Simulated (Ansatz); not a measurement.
# LuGaAs2: how the settings move a single-point run

Aim: see which settings change the result for LuGaAs2, by how much, and at what cost. The cell is built on a prototype (ordering on rocksalt) and needn't be the phase found in nature.

Computed with Ansatz 0.2.0 (reference: DFT, PBE, plane waves, PAW, unless a step's input says otherwise).

## Step 1: Starting point

It takes space group P4/mmm (No. 123, tetragonal). The conventional cell has a = 3.898 Å, b = 3.898 Å, c = 5.712 Å, α = 90.00°, β = 90.00°, γ = 90.00°. Ga (site symmetry 4/mmm) has 6 As at 2.76 to 2.86 Å as nearest neighbours. As (site symmetry 4/mmm) has 4 Lu at 2.76 Å and 2 Ga at 2.86 Å as nearest neighbours. Lu (site symmetry 4/mmm) has 6 As at 2.76 to 2.86 Å as nearest neighbours. Around As (site symmetry 4/mmm) lie 4 Ga at 2.76 Å and 2 Lu at 2.86 Å.

As a file:

```
Ga As Lu
1.0
     3.89763    0.00000    0.00000
     0.00000    3.89763    0.00000
     0.00000    0.00000    5.71187
Ga As Lu
1 2 1
Direct
  0.00000 0.00000 0.00000
  0.00000 0.00000 0.50000
  0.50000 0.50000 0.00000
  0.50000 0.50000 0.50000
```

## Step 2: Baseline

Input file input.yaml:

```yaml
crystal:
  lattice:
    - [3.897630403, 0.0, 0.0]
    - [0.0, 3.897630403, 0.0]
    - [0.0, 0.0, 5.7118711213]
  atoms:
    - { symbol: Ga, position: [0.0, 0.0, 0.0] }
    - { symbol: As, position: [0.0, 0.0, 0.5] }
    - { symbol: Lu, position: [0.5, 0.5, 0.5] }
    - { symbol: As, position: [0.5, 0.5, 0.0] }
kpoints:
  mp_grid: { grid: [4, 4, 4] }
hamiltonian:
  xc: pbe
scf:
  occupations: { method: fermi_dirac, width: 0.02 }
  n_extra_bands: 5
output:
  forces: true
  stress: true
  eigenvalues: true
  write_density: true
  write_potential: true
  elf: true
  volumetric_format: npy
```

Run with:

```console
$ ansatz run input.yaml --threads 4 --pin off --max-ram 3686MiB --backend cpu --events-out ev --progress --plain --runs-dir out
```

## Step 3: Variant: mp_grid.shift [0.5, 0.5, 0.5]

Changes to input.yaml since step 2:

```diff
@@ -11,3 +11,3 @@
 kpoints:
-  mp_grid: { grid: [4, 4, 4] }
+  mp_grid: { grid: [4, 4, 4], shift: [0.5, 0.5, 0.5] }
 hamiltonian:
@@ -21,5 +21 @@
   eigenvalues: true
-  write_density: true
-  write_potential: true
-  elf: true
-  volumetric_format: npy
```

Q: Predict the outcome of this session. Wanted: for each run, ending; energy change; pressure; gap; force.

As calculated:

```csv
run,ending,energy change,pressure (GPa),gap (eV),force (eV/Å),cycles,time
reference,converged,0,1.9,0.00,0.00,9,1.9 s
"1: mp_grid.shift [0.5, 0.5, 0.5]",converged,-47.6 meV/atom,1.3,0.00,0.00,8,0.76 s
```

Times don't compare one to one where runs were asked for different outputs or read a saved state (see the inputs); cycles may leave out searches for a lower state.

Residual by cycle in the longest SCF loop of each run; runs are numbered as in the table. The quantity is the density residual dr2, in eV.

```csv
cycle,reference,run 1
1,0.018,0.0232
2,0.00994,0.00898
3,5.4e-4,3.3e-4
4,2.2e-4,1.0e-4
5,8.3e-5,2.3e-5
6,3.5e-5,2.8e-6
7,3.4e-6,2.3e-7
8,3.0e-7,2.3e-8
9,5.4e-8,-
```

What this shows: Changing the k-point mesh moves the energy by -47.6 meV/atom, and the pressure goes from 1.9 to 1.3 GPa. Sampling errors of the energy have no fixed sign.
